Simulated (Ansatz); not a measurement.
# CH3FMgO: a ladder of functionals and wavefunction methods

One table from this session's results is given with a row withheld; the runs are named, their logs left out.

Method: functionals in def2-TZVPP, the program's frozen cores in correlated methods; program: Ansatz 0.2.0, Gaussian basis.

Plan: LDA (SPW92), PBE-D4, revPBE-D4, BLYP-D4, r2SCAN-D4, B97M-V, PBE0-D4, B3LYP-D4, r2SCANh-D4, r2SCAN0-D4, HSE06-D4, BHLYP-D4, CAM-B3LYP-D4, LC-ωPBE, ωB97X-V, ωB97M-V, B2PLYP, PBE-QIDH; CCSD(T)/def2-SVP; CCSD(T)/def2-TZVPP; CCSD(T)/def2-QZVPP; extrapolation to the limit; RPA on PBE.

## The geometry

An earlier PBE0-D4 in a triple-zeta def2 set relaxation fixed the geometry.

SMILES `C[O][Mg][F]`, 7 atoms, charge 0, spin multiplicity 1.

Atoms are counted from 1 here; the program's logs count them from 0.

Bond lengths: C1–O2 1.378 Å, C1–H5 1.099 Å, C1–H6 1.099 Å, C1–H7 1.099 Å, O2–Mg3 1.751 Å, Mg3–F4 1.751 Å. Angles: O2–C1–H5 111.7°, O2–C1–H6 111.7°, O2–C1–H7 111.7°, H5–C1–H6 107.2°, H5–C1–H7 107.2°, H6–C1–H7 107.2°, C1–O2–Mg3 179.9°, O2–Mg3–F4 180.0°.

As a file:

```xyz
7
CH3FMgO
C     0.0371    1.1513    0.1080
O     0.0035   -0.2195   -0.0254
Mg   -0.0389   -1.9614   -0.1985
F    -0.0813   -3.7030   -0.3717
H    -0.8034    1.6303   -0.4136
H    -0.0175    1.4577    1.1621
H     0.9618    1.5767   -0.3066
```

Set-up of the first run:

File in.yaml:

```yaml
crystal:
  periodic: [false, false, false]
  atoms:
    - {symbol: C, position_ang: [0.037081, 1.151311, 0.107996]}
    - {symbol: O, position_ang: [0.003516, -0.219464, -0.025420]}
    - {symbol: Mg, position_ang: [-0.038891, -1.961433, -0.198519]}
    - {symbol: F, position_ang: [-0.081299, -3.702951, -0.371692]}
    - {symbol: H, position_ang: [-0.803377, 1.630312, -0.413618]}
    - {symbol: H, position_ang: [-0.017514, 1.457654, 1.162054]}
    - {symbol: H, position_ang: [0.961782, 1.576672, -0.306602]}
basis:
  gaussian: {orbitals: def2-TZVPP}
hamiltonian: {xc: lda}
output: {orbitals: {seedname: orbitals}}
```

The run is started by

```
$ ansatz run in.yaml --threads 2 --pin off --events-out ev --progress --plain --max-ram 32768MiB --backend cpu
```

Steps of the session up to this table: LDA; PBE-D4 (GGA); revPBE-D4 (GGA); BLYP-D4 (GGA); r2SCAN-D4 (meta-GGA); B97M-V (meta-GGA); PBE0-D4 (hybrid); B3LYP-D4 (hybrid); r2SCANh-D4 (hybrid); r2SCAN0-D4 (hybrid); HSE06-D4 (hybrid); BHLYP-D4 (hybrid); CAM-B3LYP-D4 (range-separated); LC-ωPBE (range-separated); ωB97X-V (range-separated); ωB97M-V (range-separated); B2PLYP (double hybrid); PBE-QIDH (double hybrid).

One table of the session follows, with a row left open; its other results are not shown here.

It belongs to the step «Frontier levels by functional». 

```
  functional  HOMO (eV)  LUMO (eV)  gap (eV)
 LDA (SPW92)      -6.07      -2.35      3.72
      PBE-D4      -5.90      -2.16      3.74
   revPBE-D4      -5.83      -2.03      3.80
     BLYP-D4      -5.84      -2.19      3.65
   r2SCAN-D4      -6.17      -1.61      4.56
      B97M-V      -6.25      -2.06      4.19
     PBE0-D4      -7.40      -1.39      6.01
    B3LYP-D4      -7.19      -1.74      5.45
  r2SCANh-D4      -6.74      -1.38      5.36
  r2SCAN0-D4      -7.60      -1.06      6.54
    HSE06-D4      -6.99      -1.75      5.24
    BHLYP-D4          ?          ?         ?
CAM-B3LYP-D4      -8.91      -0.72      8.18
     LC-ωPBE     -10.22       0.48     10.71
     ωB97X-V      -9.89       0.30     10.19
     ωB97M-V      -9.84      -0.13      9.70
```

Estimate the missing values for BHLYP-D4.

Worked estimate for «HOMO (eV)». Against the share of exact exchange, BLYP-D4 (0, -5.84), B3LYP-D4 (0.2, -7.19) give a slope of -6.75 per unit share; at 0.5 the line stands at -9.21.

**Answer.** HOMO (eV): -8.89; LUMO (eV): -0.88; gap (eV): 8.01. In «HOMO (eV)» the line misses by -0.32.
